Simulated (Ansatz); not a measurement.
# GeSb2Te4: properties at the relaxed cell

This session takes GeSb2Te4 and sets out to measure the bulk modulus from energies at several volumes.

Program: Ansatz 0.2.0. Level of theory: DFT PBEsol, scalar-relativistic, plane waves, PAW. These are calculated values, not measurements.

1 further run of the same task is left out (set aside as unsound or not needed). Runs told in other sessions of the task aren't counted.

**1. The structure to begin with**

The structure is trigonal, space group R-3m (No. 166). The conventional cell has a = 4.244 Å, b = 4.244 Å, c = 38.837 Å, α = 90.00°, β = 90.00°, γ = 120.00°. Around Ge (site symmetry -3m) lie 6 Te at 2.93 Å. Sb (site symmetry 3m) has 3 Te at 3.01 Å and 3 Sb at 3.14 Å in its first shell of neighbours. Te (site symmetry 3m) has 3 Sb at 3.01 Å and 3 Te at 3.25 Å in its first shell of neighbours. Around Te (site symmetry 3m) lie 3 Ge at 2.93 Å and 3 Te at 3.25 Å.

As a file:

```cif
data_structure
_symmetry_space_group_name_H-M 'P 1'
_symmetry_Int_Tables_number 1
_cell_length_a 13.1754
_cell_length_b 13.1754
_cell_length_c 13.1754
_cell_angle_alpha 18.537
_cell_angle_beta 18.537
_cell_angle_gamma 18.537
_cell_volume 201.95
loop_
_atom_site_label
_atom_site_type_symbol
_atom_site_fract_x
_atom_site_fract_y
_atom_site_fract_z
_atom_site_occupancy
Ge1 Ge 0.00000 0.00000 0.00000 1
Sb1 Sb 0.14146 0.14146 0.14146 1
Sb2 Sb 0.85854 0.85854 0.85854 1
Te1 Te 0.42957 0.42957 0.42957 1
Te2 Te 0.57043 0.57043 0.57043 1
Te3 Te 0.29188 0.29188 0.29188 1
Te4 Te 0.70812 0.70812 0.70812 1
```

It goes back to an entry of the Materials Project, which need not be the stable form.

It is the result of an earlier relaxation at this level (volume 28.85 Å³/atom; gap on the mesh: none (metal)).

**2. Point at V/V0 = 0.97**

input.yaml reads:

```yaml
crystal:
  lattice:
    - [2.1006624582, 1.2128180357, 12.8147750867]
    - [-2.1006624582, 1.2128180357, 12.8147750867]
    - [0.0, -2.4256360714, 12.8147750867]
  atoms:
    - { symbol: Ge, position: [0.0, 0.0, 0.0] }
    - { symbol: Sb, position: [0.1414580328, 0.1414580328, 0.1414580328] }
    - { symbol: Sb, position: [0.8585419672, 0.8585419672, 0.8585419672] }
    - { symbol: Te, position: [0.4295711822, 0.4295711822, 0.4295711822] }
    - { symbol: Te, position: [0.5704288178, 0.5704288178, 0.5704288178] }
    - { symbol: Te, position: [0.2918817324, 0.2918817324, 0.2918817324] }
    - { symbol: Te, position: [0.7081182676, 0.7081182676, 0.7081182676] }
basis:
  ecutwfc: 420
kpoints:
  mp_grid: { grid: [12, 12, 12] }
hamiltonian:
  xc: pbesol
scf:
  occupations: { method: gaussian, width: 0.1 }
output:
  forces: true
  stress: true
  eigenvalues: true
relax:
  adjacent_minimum: "off"
  f_tol: 0.01
  max_steps: 30
  cell: { stress_tol: 0.1, fix: [volume] }
```

On the command line:

```console
> ansatz run input.yaml --threads 2 --pin off --max-ram 5120MiB --backend cpu --events-out ev --progress --plain --runs-dir out
```

**3. Volume × 1.03**

input.yaml: that of step 2 with these lines changed.

```diff
@@ -2,5 +2,5 @@
   lattice:
-    - [2.1006624582, 1.2128180357, 12.8147750867]
-    - [-2.1006624582, 1.2128180357, 12.8147750867]
-    - [0.0, -2.4256360714, 12.8147750867]
+    - [2.1431115204, 1.2373260132, 13.0737292001]
+    - [-2.1431115204, 1.2373260132, 13.0737292001]
+    - [0.0, -2.4746520264, 13.0737292001]
   atoms:
```

**4. The cell scaled to 0.94 of its volume**

input.yaml reads:

```yaml
crystal:
  lattice:
    - [2.0763884268, 1.1988034172, 12.7104947772]
    - [-2.0763884268, 1.1988034172, 12.7104947772]
    - [0.0, -2.3976068343, 12.7104947772]
  atoms:
    - { symbol: Ge, position: [0.0, 0.0, 0.0] }
    - { symbol: Sb, position: [0.1417890477, 0.1417890477, 0.1417890477] }
    - { symbol: Sb, position: [0.8582109523, 0.8582109523, 0.8582109523] }
    - { symbol: Te, position: [0.4292791746, 0.4292791746, 0.4292791746] }
    - { symbol: Te, position: [0.5707208254, 0.5707208254, 0.5707208254] }
    - { symbol: Te, position: [0.2919650063, 0.2919650063, 0.2919650063] }
    - { symbol: Te, position: [0.7080349937, 0.7080349937, 0.7080349937] }
basis:
  ecutwfc: 420
kpoints:
  mp_grid: { grid: [12, 12, 12] }
hamiltonian:
  xc: pbesol
scf:
  occupations: { method: gaussian, width: 0.1 }
output:
  forces: true
  stress: true
  eigenvalues: true
relax:
  adjacent_minimum: "off"
  f_tol: 0.01
  max_steps: 30
  cell: { stress_tol: 0.1, fix: [volume] }
```

**5. Point at V/V0 = 1.06**

input.yaml reads:

```yaml
crystal:
  lattice:
    - [2.1663211451, 1.2507260963, 13.1677626499]
    - [-2.1663211451, 1.2507260963, 13.1677626499]
    - [0.0, -2.5014521925, 13.1677626499]
  atoms:
    - { symbol: Ge, position: [0.0, 0.0, 0.0] }
    - { symbol: Sb, position: [0.1409286244, 0.1409286244, 0.1409286244] }
    - { symbol: Sb, position: [0.8590713756, 0.8590713756, 0.8590713756] }
    - { symbol: Te, position: [0.4297124196, 0.4297124196, 0.4297124196] }
    - { symbol: Te, position: [0.5702875804, 0.5702875804, 0.5702875804] }
    - { symbol: Te, position: [0.2919239683, 0.2919239683, 0.2919239683] }
    - { symbol: Te, position: [0.7080760317, 0.7080760317, 0.7080760317] }
basis:
  ecutwfc: 420
kpoints:
  mp_grid: { grid: [12, 12, 12] }
hamiltonian:
  xc: pbesol
scf:
  occupations: { method: gaussian, width: 0.1 }
output:
  forces: true
  stress: true
  eigenvalues: true
relax:
  adjacent_minimum: "off"
  f_tol: 0.01
  max_steps: 30
  cell: { stress_tol: 0.1, fix: [volume] }
```

**6. Point at V/V0 = 0.91**

input.yaml reads:

```yaml
crystal:
  lattice:
    - [2.0483230382, 1.1825998575, 12.6443437782]
    - [-2.0483230382, 1.1825998575, 12.6443437782]
    - [0.0, -2.3651997149, 12.6443437782]
  atoms:
    - { symbol: Ge, position: [0.0, 0.0, 0.0] }
    - { symbol: Sb, position: [0.1420291616, 0.1420291616, 0.1420291616] }
    - { symbol: Sb, position: [0.8579708384, 0.8579708384, 0.8579708384] }
    - { symbol: Te, position: [0.428960927, 0.428960927, 0.428960927] }
    - { symbol: Te, position: [0.571039073, 0.571039073, 0.571039073] }
    - { symbol: Te, position: [0.2920564774, 0.2920564774, 0.2920564774] }
    - { symbol: Te, position: [0.7079435226, 0.7079435226, 0.7079435226] }
basis:
  ecutwfc: 420
kpoints:
  mp_grid: { grid: [12, 12, 12] }
hamiltonian:
  xc: pbesol
scf:
  occupations: { method: gaussian, width: 0.1 }
output:
  forces: true
  stress: true
  eigenvalues: true
relax:
  adjacent_minimum: "off"
  f_tol: 0.01
  max_steps: 30
  cell: { stress_tol: 0.1, fix: [volume] }
```

**7. Point at V/V0 = 1.10**

input.yaml reads:

```yaml
crystal:
  lattice:
    - [2.1943234574, 1.2668932388, 13.3181283422]
    - [-2.1943234574, 1.2668932388, 13.3181283422]
    - [0.0, -2.5337864776, 13.3181283422]
  atoms:
    - { symbol: Ge, position: [0.0, 0.0, 0.0] }
    - { symbol: Sb, position: [0.1404392872, 0.1404392872, 0.1404392872] }
    - { symbol: Sb, position: [0.8595607128, 0.8595607128, 0.8595607128] }
    - { symbol: Te, position: [0.4299540182, 0.4299540182, 0.4299540182] }
    - { symbol: Te, position: [0.5700459818, 0.5700459818, 0.5700459818] }
    - { symbol: Te, position: [0.2918971397, 0.2918971397, 0.2918971397] }
    - { symbol: Te, position: [0.7081028603, 0.7081028603, 0.7081028603] }
basis:
  ecutwfc: 420
kpoints:
  mp_grid: { grid: [12, 12, 12] }
hamiltonian:
  xc: pbesol
scf:
  occupations: { method: gaussian, width: 0.1 }
output:
  forces: true
  stress: true
  eigenvalues: true
relax:
  adjacent_minimum: "off"
  f_tol: 0.01
  max_steps: 30
  cell: { stress_tol: 0.1, fix: [volume] }
```

**8. The cell scaled to 0.88 of its volume**

input.yaml reads:

```yaml
crystal:
  lattice:
    - [1.9995845561, 1.1544606818, 12.8308351918]
    - [-1.9995845561, 1.1544606818, 12.8308351918]
    - [0.0, -2.3089213635, 12.8308351918]
  atoms:
    - { symbol: Ge, position: [0.0, 0.0, 0.0] }
    - { symbol: Sb, position: [0.1421219865, 0.1421219865, 0.1421219865] }
    - { symbol: Sb, position: [0.8578780135, 0.8578780135, 0.8578780135] }
    - { symbol: Te, position: [0.4285119625, 0.4285119625, 0.4285119625] }
    - { symbol: Te, position: [0.5714880375, 0.5714880375, 0.5714880375] }
    - { symbol: Te, position: [0.292255939, 0.292255939, 0.292255939] }
    - { symbol: Te, position: [0.707744061, 0.707744061, 0.707744061] }
basis:
  ecutwfc: 420
kpoints:
  mp_grid: { grid: [12, 12, 12] }
hamiltonian:
  xc: pbesol
scf:
  occupations: { method: gaussian, width: 0.1 }
output:
  forces: true
  stress: true
  eigenvalues: true
relax:
  adjacent_minimum: "off"
  f_tol: 0.01
  max_steps: 30
  cell: { stress_tol: 0.1, fix: [volume] }
```

(Steps that only read results are left out.)

Before running it: what results should come out? Wanted: equilibrium volume of the fit; bulk modulus.

As calculated:

```
                     quantity          value
equilibrium volume of the fit  28.89 Å³/atom
                 bulk modulus         53 GPa
      its pressure derivative            3.9
```

**Reading.** The fit puts the minimum at 28.89 Å³/atom with B = 53 GPa and B' = 3.9. Spin-orbit coupling is left out for Sb, Te.
